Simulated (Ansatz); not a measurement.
# KAl3O: the cost of one run

Method: DFT PBE, scalar-relativistic, plane waves, PAW, in Ansatz 0.2.0.

2 further runs of the same task are left out: 1 that didn't finish, 1 set aside as unsound or not needed. Runs told in other sessions of the task aren't counted.

### 1 The starting structure

Symmetry: P4mm, No. 99, tetragonal system. The conventional cell has a = 4.548 Å, b = 4.548 Å, c = 4.546 Å, α = 90.00°, β = 90.00°, γ = 90.00°. K (site symmetry 4mm) is surrounded by 12 Al at 3.19 to 3.24 Å. Al (site symmetry 2mm) is surrounded by 2 O at 2.27 Å. Around Al (site symmetry 4mm) lie 2 O at 2.27 Å. O (site symmetry 4mm) has 6 Al at 2.27 Å in its first shell of neighbours.

As a file:

```
CELL_PARAMETERS angstrom
4.54775 0.00000 0.00000
0.00000 4.54775 0.00000
0.00000 0.00000 4.54629
ATOMIC_POSITIONS crystal
K 0.50000 0.50000 0.00638
Al 0.00000 0.50000 0.51351
Al 0.00000 0.00000 0.01404
Al 0.50000 0.00000 0.51351
O 0.00000 0.00000 0.51426
```

Recipe of the guess: species swapped into a database cell of CsInBr3 (P4mm, No. 99), with K on the Cs sites, O on the In sites and Al on the Br sites. Lengths come from tabulated atomic sizes and are only a guess.

### 2 The guess as it stands, on a coarse mesh

The input, input.yaml:

```yaml
crystal:
  lattice:
    - [4.5477521, 0.0, 0.0]
    - [0.0, 4.5477521, 0.0]
    - [0.0, 0.0, 4.54628602]
  atoms:
    - { symbol: K, position: [0.5, 0.5, 0.00638179] }
    - { symbol: Al, position: [0.0, 0.5, 0.51350701] }
    - { symbol: Al, position: [0.0, 0.0, 0.01404005] }
    - { symbol: Al, position: [0.5, 0.0, 0.51350701] }
    - { symbol: O, position: [0.0, 0.0, 0.51425511] }
basis:
  ecutwfc: 420
kpoints:
  mp_grid: { grid: [4, 4, 4] }
hamiltonian:
  xc: pbe
scf:
  occupations: { method: gaussian, width: 0.1 }
  lower_state_search: "off"
output:
  forces: true
  stress: true
  eigenvalues: true
```

Launch:

```
$ ansatz run input.yaml --threads 1 --pin off --max-ram 2560MiB --backend cpu --events-out ev --progress --plain --runs-dir out
```

What time and memory should one allow on 1 thread of Intel Xeon at 2.50GHz (Skylake/Cascade Lake), shared host?

About 5.5 s, with a peak of 0.36 GiB.
